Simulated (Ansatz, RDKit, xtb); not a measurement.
**Isomers of C4H12B2O, a sample narrowed down**

Which of a sample of isomers of C4H12B2O is the most stable in the gas at 298.15 K, and what are its properties? The sample is small against all isomers, and the most stable one of this formula need not be in it.

The funnel: GFN2-xTB relaxations, single points with a density functional, relaxations at B3LYP/def2-SVP, harmonic vibrations (at GFN2-xTB), and a last energy at a higher level. All values are calculated.

1 further run of the same task is left out (set aside as unsound or not needed).

### 1 Drawing up candidates

Isomers were taken from a list of plausible structures; this is a sample, not all of them. That gives 4 candidates.

```csv
label,SMILES,spin
c164,BCOBC(C)C,singlet
c377,[BH3-][O+](C)CBC=C,singlet
c498,BOBC(C)(C)C,singlet
c751,BCCB(C)OC,singlet
```

Candidates are built by distance geometry, with a force field where one applies, in up to four conformers (letters a to d).

**Question.** With final energies at CCSD(T)/def2-SVP + MP2/def2-TZVPP - MP2/def2-SVP, which structure will this search put lowest in free energy, and by what margin?

| quantity | value |
| --- | --- |
| lowest structure found | BOBC(C)(C)C, singlet |
| next finalist | BCOBC(C)C, singlet, 38.1 kcal/mol higher in G |
| share at equilibrium, among the finalists | 100.0 % |

The search ends on `BOBC(C)(C)C`. The margin of 38.1 kcal/mol over the next finalist is beyond the usual error of the last level; it says nothing of structures that weren't ranked. B3LYP/def2-SVP, HF/def2-SVP and MP2/def2-SVP already put its bonding pattern lowest among the structures in one piece. Lowest found is not proven lowest: the search is finite, and each finalist counts with one conformer. Only 4 drawn patterns were tried, so whole families of isomers are missing, and the result ranks this sample alone.
